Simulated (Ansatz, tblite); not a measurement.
**The cluster TaSi7: rung by rung**

How do method and basis change the picture of the cluster TaSi7 (doublet)?

The runs use Ansatz 0.2.0, Gaussian basis; as each input shows.

Levels to be run: GFN1-xTB, GFN2-xTB, PBE-D4/def2-TZVP, r2SCAN-D4/def2-TZVP, B97M-V/def2-TZVP, BLYP-D4/def2-TZVP, PBE-D4/def2-SVP, PBE0-D4/def2-SVP, CCSD(T)/def2-SVP, MP2/def2-TZVP, RPA/def2-TZVP.

2 further runs of the same task are left out: 2 set aside as unsound or not needed.

### 1 The geometry

The doublet was relaxed beforehand with PBE-D4/def2-SVP. At that level it is the lowest of the isomers that a small search found.

8 atoms, charge 0, spin multiplicity 2.

Bond lengths: Ta1–Si2 2.472 Å, Ta1–Si5 2.779 Å, Ta1–Si6 2.472 Å, Ta1–Si8 2.459 Å, Si2–Si5 2.394 Å, Si2–Si6 2.475 Å, Si3–Si4 2.283 Å, Si3–Si5 2.391 Å, Si3–Si6 2.448 Å, Si4–Si7 2.302 Å, Si5–Si8 2.488 Å, Si6–Si7 2.369 Å, Si6–Si8 2.603 Å. Angles: Si2–Ta1–Si5 53.9°, Si2–Ta1–Si6 60.1°, Si2–Ta1–Si8 105.1°, Si5–Ta1–Si6 59.1°, Si5–Ta1–Si8 56.3°, Si6–Ta1–Si8 63.7°, Ta1–Si2–Si5 69.6°, Ta1–Si2–Si6 60.0°, Si5–Si2–Si6 64.6°, Si4–Si3–Si5 162.7°, Si4–Si3–Si6 113.7°, Si5–Si3–Si6 65.1° and more.

Ta takes a core potential in the def2 sets. No spin-orbit coupling is included.

PBE0-D4/def2-TZVP was run before; its log isn't repeated, and its numbers join the tables.

### 2 GFN1-xTB

Tight binding, by tblite at 300 K electronic temperature and without a spin-polarisation term:

```python
tblite.interface.Calculator('GFN1-xTB', numbers, positions, charge=0, uhf=1).singlepoint()
```

Energy -394.1690 eV; 0.018 s.

### 3 GFN2-xTB

Tight binding, by tblite at 300 K electronic temperature and without a spin-polarisation term:

```python
tblite.interface.Calculator('GFN2-xTB', numbers, positions, charge=0, uhf=1).singlepoint()
```

Energy -369.9760 eV; 0.035 s.

### 4 PBE-D4/def2-TZVP

start.molden holds the orbitals of an earlier run on this state, given as this run's starting guess.

Input file in.yaml:

```yaml
crystal:
  periodic: [false, false, false]
  atoms:
    - {symbol: Ta, position_ang: [-1.918844, 1.592404, -1.082262]}
    - {symbol: Si, position_ang: [0.072152, 1.093356, -2.459894]}
    - {symbol: Si, position_ang: [1.002799, -0.273381, 1.111342]}
    - {symbol: Si, position_ang: [1.743036, -2.275308, 1.920762]}
    - {symbol: Si, position_ang: [0.725795, 1.683623, -0.233581]}
    - {symbol: Si, position_ang: [-0.638732, -0.485893, -0.692032]}
    - {symbol: Si, position_ang: [0.228981, -2.501554, 0.201032]}
    - {symbol: Si, position_ang: [-1.215197, 1.166743, 1.234633]}
basis:
  gaussian: {orbitals: def2-TZVP, initial_orbitals: start.molden}
magnetization: {spin_polarized: true, initial_magnetization: 1}
hamiltonian: {xc: pbe, dispersion: d4}
scf: {omitted_lower_state_checks: [starts]}
output: {orbitals: {seedname: orbitals}}
```

Run with:

```console
$ ansatz run in.yaml --threads 4 --pin off --events-out ev --progress --plain --max-ram 6963MiB
```

Standard output:

```text
Functional definition: PBE
  name "PBE"
  cite "Perdew, Burke & Ernzerhof, Phys. Rev. Lett. 77, 3865 (1996) doi:10.1103/PhysRevLett.77.3865"
  parent pbe
  parameter kappa = 0.804
  parameter beta = 0.06672455060314922
  exchange = pbe_x(kappa = kappa, mu = beta*pi^2/3)
  correlation = pbe_c(beta = beta)
these checks for a lower state are left out or cut short: starts
2101 factors; their error is unknown
mean field evaluation 1: about -56667.2977 eV, gradient 1.1e1 eV
mean field evaluation 2: about -56667.5235 eV, gradient 4.3e-1 eV
mean field evaluation 4: about -56667.4872 eV, gradient 5.3e-2 eV
mean field evaluation 8: about -56667.4872 eV, gradient 1.6e-5 eV
mean field -56667.48719598 eV, -2082.4917438498 hartree, gradient 1.6e-5 eV, S^2 0.770545; 0 other end points of the search recorded, 0 dependent functions left out
reference -56667.48723994 eV, -2082.4917454652 hartree; 56, 55 occupied and 243, 244 virtual orbitals, 2101 factors
Total energy: -56668.21653806 eV, -2082.5185466768 hartree
Checks for a lower state left out: starts
```

Wall time 14 s (4 threads of Arm Neoverse V1, shared host); peak memory 0.78 GiB.

From the report: HOMO -4.49 eV, LUMO -3.77 eV (over both spins); ⟨S²⟩ 0.771 (pure: 0.75).

### 5 r2SCAN-D4/def2-TZVP

Changes to in.yaml since step 4:

```diff
@@ -14,3 +14,3 @@
 magnetization: {spin_polarized: true, initial_magnetization: 1}
-hamiltonian: {xc: pbe, dispersion: d4}
+hamiltonian: {xc: r2scan, dispersion: d4}
 scf: {omitted_lower_state_checks: [starts]}
```

The command is unchanged.

Standard output:

```text
Functional definition: r2SCAN
  name "r2SCAN"
  cite "Furness, Kaplan, Ning, Perdew & Sun, J. Phys. Chem. Lett. 11, 8208 (2020) doi:10.1021/acs.jpclett.0c02405"
  cite "Furness, Kaplan, Ning, Perdew & Sun, J. Phys. Chem. Lett. 11, 9248 (2020) doi:10.1021/acs.jpclett.0c03077"
  parent r2scan
  parameter k0 = 0.174
  parameter k1 = 0.065
  parameter a1 = 4.9479
  exchange = r2scan_x(k0 = k0, k1 = k1, a1 = a1)
  correlation = r2scan_c
these checks for a lower state are left out or cut short: starts
2101 factors; their error is unknown
mean field evaluation 1: about -56689.3892 eV, gradient 7.8e0 eV
mean field evaluation 2: about -56689.4829 eV, gradient 1.9e-1 eV
mean field evaluation 4: about -56689.4347 eV, gradient 7.9e-3 eV
mean field evaluation 8: about -56689.4347 eV, gradient 1.9e-5 eV
mean field -56689.43474350 eV, -2083.2983013445 hartree, gradient 2.0e-5 eV, S^2 0.783940; 0 other end points of the search recorded, 0 dependent functions left out
reference -56689.43476228 eV, -2083.2983020348 hartree; 56, 55 occupied and 243, 244 virtual orbitals, 2101 factors
Total energy: -56689.58576901 eV, -2083.3038514296 hartree
Checks for a lower state left out: starts
```

Run time: 48 s. Hardware: 4 threads of Arm Neoverse V1, shared host; peak memory 0.91 GiB.

HOMO -4.77 eV, LUMO -3.72 eV (over both spins); ⟨S²⟩ 0.784 (pure: 0.75).

### 6 B97M-V/def2-TZVP

Changes to in.yaml since step 5:

```diff
@@ -14,3 +14,3 @@
 magnetization: {spin_polarized: true, initial_magnetization: 1}
-hamiltonian: {xc: r2scan, dispersion: d4}
+hamiltonian: {xc: {name: B97M-V}}
 scf: {omitted_lower_state_checks: [starts]}
```

The command is unchanged.

Standard output, cut to the lines that bear on the results:

```text
Functional definition: B97M-V
  name "B97M-V"
  cite "Mardirossian & Head-Gordon, J. Chem. Phys. 142, 074111 (2015) doi:10.1063/1.4907719"
  cite "Becke, J. Chem. Phys. 107, 8554 (1997) doi:10.1063/1.475007"
  cite "Vydrov & Van Voorhis, J. Chem. Phys. 133, 244103 (2010) doi:10.1063/1.3521275"
  # Of w^i u^j: cxij and so on, Table III.
[...]
  gx(w, u) = cx00 + cx01*u + cx02*u^2 + (cx10 + cx11*u)*w
  gss(w, u) = css00 + css02*u^2 + css10*w + (css32*w^3 + css42*w^4)*u^2
  gos(w, u) = cos00 + cos01*u + cos03*u^3 + cos10*w + cos32*w^3*u^2
[...]
      + integral(e_c_pw_mod_opposite_spin*gos(b97_w_opposite, b97_u_opposite)) + vv10(b, c)
[...]
2101 factors; their error is unknown
[...]
mean field -56679.95729476 eV, -2082.9500115274 hartree, gradient 1.7e-5 eV, S^2 0.782973; 0 other end points of the search recorded, 0 dependent functions left out
reference -56679.95735657 eV, -2082.9500137989 hartree; 56, 55 occupied and 243, 244 virtual orbitals, 2101 factors
Total energy: -56679.95735657 eV, -2082.9500137989 hartree
Checks for a lower state left out: starts
```

It took 67 s on 4 threads of Arm Neoverse V1, shared host; peak memory 1.2 GiB.

Report: HOMO -4.64 eV, LUMO -3.95 eV (over both spins); ⟨S²⟩ 0.783 (pure: 0.75).

### 7 BLYP-D4/def2-TZVP

Changes to in.yaml since step 6:

```diff
@@ -14,3 +14,3 @@
 magnetization: {spin_polarized: true, initial_magnetization: 1}
-hamiltonian: {xc: {name: B97M-V}}
+hamiltonian: {xc: {name: BLYP}, dispersion: d4}
 scf: {omitted_lower_state_checks: [starts]}
```

Launched as before.

Standard output:

```text
Functional definition: BLYP
  name "BLYP"
  cite "Becke, Phys. Rev. A 38, 3098 (1988) doi:10.1103/PhysRevA.38.3098"
  cite "Lee, Yang & Parr, Phys. Rev. B 37, 785 (1988) doi:10.1103/PhysRevB.37.785"
  parameter beta = 0.0042
  parameter a = 0.04918
  parameter b = 0.132
  parameter c = 0.2533
  parameter d = 0.349
  exchange = b88_x(beta = beta)
  correlation = lyp_c(a = a, b = b, c = c, d = d)
these checks for a lower state are left out or cut short: starts
2101 factors; their error is unknown
mean field evaluation 1: about -56691.8609 eV, gradient 1.5e1 eV
mean field evaluation 2: about -56692.3551 eV, gradient 6.5e-1 eV
mean field evaluation 4: about -56692.3257 eV, gradient 7.9e-2 eV
mean field evaluation 8: about -56692.3258 eV, gradient 1.9e-5 eV
mean field -56692.32582329 eV, -2083.4045465673 hartree, gradient 1.9e-5 eV, S^2 0.761899; 0 other end points of the search recorded, 0 dependent functions left out
reference -56692.32618757 eV, -2083.4045599544 hartree; 56, 55 occupied and 243, 244 virtual orbitals, 2101 factors
Total energy: -56693.82125167 eV, -2083.4595025466 hartree
Checks for a lower state left out: starts
```

Run time: 18 s. Hardware: 4 threads of Arm Neoverse V1, shared host; peak memory 0.78 GiB.

Report: HOMO -4.22 eV, LUMO -3.58 eV (over both spins); ⟨S²⟩ 0.762 (pure: 0.75).

### 8 PBE-D4/def2-SVP

Changes to in.yaml since step 7:

```diff
@@ -12,5 +12,5 @@
 basis:
-  gaussian: {orbitals: def2-TZVP, initial_orbitals: start.molden}
+  gaussian: {orbitals: def2-SVP, initial_orbitals: start.molden}
 magnetization: {spin_polarized: true, initial_magnetization: 1}
-hamiltonian: {xc: {name: BLYP}, dispersion: d4}
+hamiltonian: {xc: pbe, dispersion: d4}
 scf: {omitted_lower_state_checks: [starts]}
```

Same command.

Standard output:

```text
Functional definition: PBE
  name "PBE"
  cite "Perdew, Burke & Ernzerhof, Phys. Rev. Lett. 77, 3865 (1996) doi:10.1103/PhysRevLett.77.3865"
  parent pbe
  parameter kappa = 0.804
  parameter beta = 0.06672455060314922
  exchange = pbe_x(kappa = kappa, mu = beta*pi^2/3)
  correlation = pbe_c(beta = beta)
these checks for a lower state are left out or cut short: starts
1676 factors; their error is unknown
mean field evaluation 1: about -56647.8808 eV, gradient 2.8e1 eV
mean field evaluation 2: about -56648.2097 eV, gradient 9.3e-1 eV
mean field evaluation 4: about -56648.0234 eV, gradient 1.4e-1 eV
mean field evaluation 8: about -56648.0236 eV, gradient 2.0e-5 eV
mean field -56648.02364856 eV, -2081.7764716749 hartree, gradient 2.0e-5 eV, S^2 0.769679; 0 other end points of the search recorded, 0 dependent functions left out
reference -56648.02369257 eV, -2081.7764732923 hartree; 56, 55 occupied and 102, 103 virtual orbitals, 1676 factors
Total energy: -56648.75299069 eV, -2081.8032745039 hartree
Checks for a lower state left out: starts
```

Run time: 7.5 s. Hardware: 4 threads of Arm Neoverse V1, shared host.

HOMO -4.57 eV, LUMO -3.83 eV (over both spins); ⟨S²⟩ 0.770 (pure: 0.75).

### 9 PBE0-D4/def2-SVP

Changes to in.yaml since step 8:

```diff
@@ -14,3 +14,3 @@
 magnetization: {spin_polarized: true, initial_magnetization: 1}
-hamiltonian: {xc: pbe, dispersion: d4}
+hamiltonian: {xc: pbe0, dispersion: d4}
 scf: {omitted_lower_state_checks: [starts]}
```

The command is unchanged.

Standard output, cut to the lines that bear on the results:

```text
Functional definition: PBE0
  name "PBE0"
  cite "Adamo & Barone, J. Chem. Phys. 110, 6158 (1999) doi:10.1063/1.478522"
  cite "Perdew, Burke & Ernzerhof, Phys. Rev. Lett. 77, 3865 (1996) doi:10.1103/PhysRevLett.77.3865"
  parent pbe
[...]
1479 factors; integrals over basis functions are off by at most 7.6e-4 eV
[...]
mean field -56650.75583955 eV, -2081.8768778422 hartree, gradient 1.9e-5 eV, S^2 0.785620; 0 other end points of the search recorded, 0 dependent functions left out
reference -56650.75587267 eV, -2081.8768790592 hartree; 56, 55 occupied and 102, 103 virtual orbitals, 1479 factors
Total energy: -56651.39239344 eV, -2081.9002707659 hartree
Checks for a lower state left out: starts
```

Run time: 13 s. Hardware: 4 threads of Arm Neoverse V1, shared host; peak memory 0.74 GiB.

HOMO -5.42 eV, LUMO -3.26 eV (over both spins); ⟨S²⟩ 0.786 (pure: 0.75).

### 10 CCSD(T)/def2-SVP

Changes to in.yaml since step 9:

```diff
@@ -14,4 +14,4 @@
 magnetization: {spin_polarized: true, initial_magnetization: 1}
-hamiltonian: {xc: pbe0, dispersion: d4}
-scf: {omitted_lower_state_checks: [starts]}
+correlation: {method: ccsd_t}
+scf: {omitted_lower_state_checks: [starts, cluster_reference]}
 output: {orbitals: {seedname: orbitals}}
```

Launched as before.

Standard output, cut to the lines that bear on the results:

```text
Functional definition: HF
  name "HF"
  cite "Fock, Z. Phys. 61, 126 (1930) doi:10.1007/BF01340294"
  parent pbe
[...]
1479 factors; integrals over basis functions are off by at most 7.6e-4 eV
[...]
mean field -56545.81521105 eV, -2078.0203808759 hartree, gradient 2.9e-6 eV, S^2 2.029423; 0 other end points of the search recorded, 0 dependent functions left out
35 core orbitals not correlated: weight in the atoms' cores, before any rotation towards them, 1.000 or more for the frozen orbitals, at most 0.000 for the correlated occupied ones
reference -56545.81521105 eV, -2078.0203808759 hartree; 21, 20 occupied and 102, 103 virtual orbitals, 1479 factors
second order -25.82666472 eV of doubles, -0.00000000 eV of singles
cycle   1  -23.23516088 eV  change     2.6e0 eV  update   3.7e-1
[...]
cycle  25  -25.95702575 eV  change   -3.6e-6 eV  update   4.7e-5
perturbative correction -2.45680804 eV, -0.0902860301 hartree
Total energy: -56574.22904484 eV, -2079.0645700082 hartree
Checks for a lower state left out: starts, cluster_reference
```

It took 2.8 min on 4 threads of Arm Neoverse V1, shared host; peak memory 2.6 GiB.

From the report: Hartree-Fock HOMO -6.93 eV, LUMO -1.12 eV (over both spins); ⟨S²⟩ 2.029 (pure: 0.75); T1 0.079. Doubts: large T1 diagnostic, spin contamination.

### 11 MP2/def2-TZVP

Changes to in.yaml since step 10:

```diff
@@ -12,6 +12,6 @@
 basis:
-  gaussian: {orbitals: def2-SVP, initial_orbitals: start.molden}
+  gaussian: {orbitals: def2-TZVP, initial_orbitals: start.molden}
 magnetization: {spin_polarized: true, initial_magnetization: 1}
-correlation: {method: ccsd_t}
-scf: {omitted_lower_state_checks: [starts, cluster_reference]}
+correlation: {method: mp2}
+scf: {omitted_lower_state_checks: [starts]}
 output: {orbitals: {seedname: orbitals}}
```

The command is unchanged.

Standard output, cut to the lines that bear on the results:

```text
Functional definition: HF
  name "HF"
  cite "Fock, Z. Phys. 61, 126 (1930) doi:10.1007/BF01340294"
  parent pbe
[...]
1927 factors; integrals over basis functions are off by at most 8.8e-4 eV
[...]
mean field -56565.43348510 eV, -2078.7413391494 hartree, gradient 3.6e-6 eV, S^2 2.117067; 0 other end points of the search recorded, 0 dependent functions left out
35 core orbitals not correlated: weight in the atoms' cores, before any rotation towards them, 1.000 or more for the frozen orbitals, at most 0.000 for the correlated occupied ones
reference -56565.43348510 eV, -2078.7413391494 hartree; 21, 20 occupied and 243, 244 virtual orbitals, 1927 factors
second order -31.31233650 eV of doubles, -0.00000000 eV of singles
Total energy: -56596.74582160 eV, -2079.8920462917 hartree
Checks for a lower state left out: starts
```

It took 69 s on 4 threads of Arm Neoverse V1, shared host; peak memory 1.9 GiB.

Report: Hartree-Fock HOMO -6.84 eV, LUMO -0.99 eV (over both spins); ⟨S²⟩ 2.117 (pure: 0.75). Doubts: spin contamination.

### 12 RPA/def2-TZVP

Changes to in.yaml since step 11:

```diff
@@ -14,4 +14,4 @@
 magnetization: {spin_polarized: true, initial_magnetization: 1}
-correlation: {method: mp2}
+hamiltonian: {xc: pbe}
+correlation: {method: rpa}
 scf: {omitted_lower_state_checks: [starts]}
-output: {orbitals: {seedname: orbitals}}
```

The command is unchanged.

Standard output, cut to the lines that bear on the results:

```text
Functional definition: PBE
  name "PBE"
  cite "Perdew, Burke & Ernzerhof, Phys. Rev. Lett. 77, 3865 (1996) doi:10.1103/PhysRevLett.77.3865"
  parent pbe
[...]
1927 factors; integrals over basis functions are off by at most 8.8e-4 eV
[...]
mean field -56667.48715348 eV, -2082.4917422879 hartree, gradient 2.3e-6 eV, S^2 0.770545; 0 other end points of the search recorded, 0 dependent functions left out
35 core orbitals not correlated: weight in the atoms' cores, before any rotation towards them, 1.000 or more for the frozen orbitals, at most 0.000 for the correlated occupied ones
reference -56561.91204579 eV, -2078.6119286417 hartree; 21, 20 occupied and 243, 244 virtual orbitals, 1927 factors
Total energy: -56611.39660586 eV, -2080.4304526825 hartree
Checks for a lower state left out: starts
```

It took 33 s on 4 threads of Arm Neoverse V1, shared host; peak memory 1.2 GiB.

From the report: ⟨S²⟩ 0.771 (pure: 0.75).

### 13 Comparison

```tsv
level	functions	HOMO (eV)	LUMO (eV)	gap (eV)	⟨S²⟩	time
PBE-D4/def2-SVP	158	-4.57	-3.83	0.74	0.770	7.5 s
PBE-D4/def2-TZVP	299	-4.49	-3.77	0.71	0.771	14 s
BLYP-D4/def2-TZVP	299	-4.22	-3.58	0.64	0.762	18 s
r2SCAN-D4/def2-TZVP	299	-4.77	-3.72	1.05	0.784	48 s
B97M-V/def2-TZVP	299	-4.64	-3.95	0.69	0.783	67 s
PBE0-D4/def2-SVP	158	-5.42	-3.26	2.15	0.786	13 s
PBE0-D4/def2-TZVP	299	-5.30	-3.18	2.12	0.787	56 s
```

Energy pieces by basis (eV):

```tsv
basis	HF	MP2 correlation	CCSD correlation	(T)	total
def2-SVP	-56545.8152	-25.8267	-25.9570	-2.4568	-56574.2290
def2-TZVP	-56565.4335	-31.3123			-56596.7458 (MP2)
```

The correlation energy is far from converged in these sets, so it jumps between bases; where outer-core shells are correlated, the sets cover them unevenly.

### 14 Binding energy

Free atoms were run apart at each level; binding is atoms less cluster, divided by the number of atoms, without zero-point or spin-orbit terms.

```tsv
level	binding an atom (eV)
HF/def2-SVP†	1.574
HF/def2-TZVP†	1.684
PBE-D4/def2-SVP	3.679
PBE-D4/def2-TZVP	3.746
BLYP-D4/def2-TZVP	3.378
r2SCAN-D4/def2-TZVP	3.594
B97M-V/def2-TZVP	3.664
PBE0-D4/def2-SVP	3.466
PBE0-D4/def2-TZVP	3.551
RPA/def2-TZVP	3.048
MP2/def2-SVP†	3.192
MP2/def2-TZVP†	3.508
CCSD/def2-SVP†	2.749
CCSD(T)/def2-SVP†	3.015
```

† marks a level with a doubtful state (flagged, unstable or spin-contaminated).

### 15 Summary of results

```
                                                  quantity                                 value
 gap in def2-TZVP, named functionals, smallest and largest  0.64 eV (BLYP-D4), 2.12 eV (PBE0-D4)
                      correlation energy, CCSD(T)/def2-SVP                             -28.41 eV
                         correlation energy, MP2/def2-TZVP                             -31.31 eV
                 binding an atom, functionals in def2-TZVP    3.38 (BLYP-D4) to 3.75 eV (PBE-D4)
⟨S²⟩ in def2-TZVP, named functionals, smallest and largest                          0.762, 0.787
           PBE0 total energy, smallest basis above largest        19.38 eV (def2-SVP, def2-TZVP)
```

What this shows: Over the named functionals in def2-TZVP the gap runs from 0.64 eV (BLYP-D4) to 2.12 eV (PBE0-D4); exact exchange widens it. Over the named functionals in def2-TZVP spin contamination reaches 0.04 (PBE0-D4), which is small. Notes on CCSD(T)/def2-SVP: large T1 diagnostic, spin contamination.

The slowest run with a step of its own, CCSD(T)/def2-SVP, took 2.8 min; the quickest functional in def2-TZVP took 14 s (shared host).
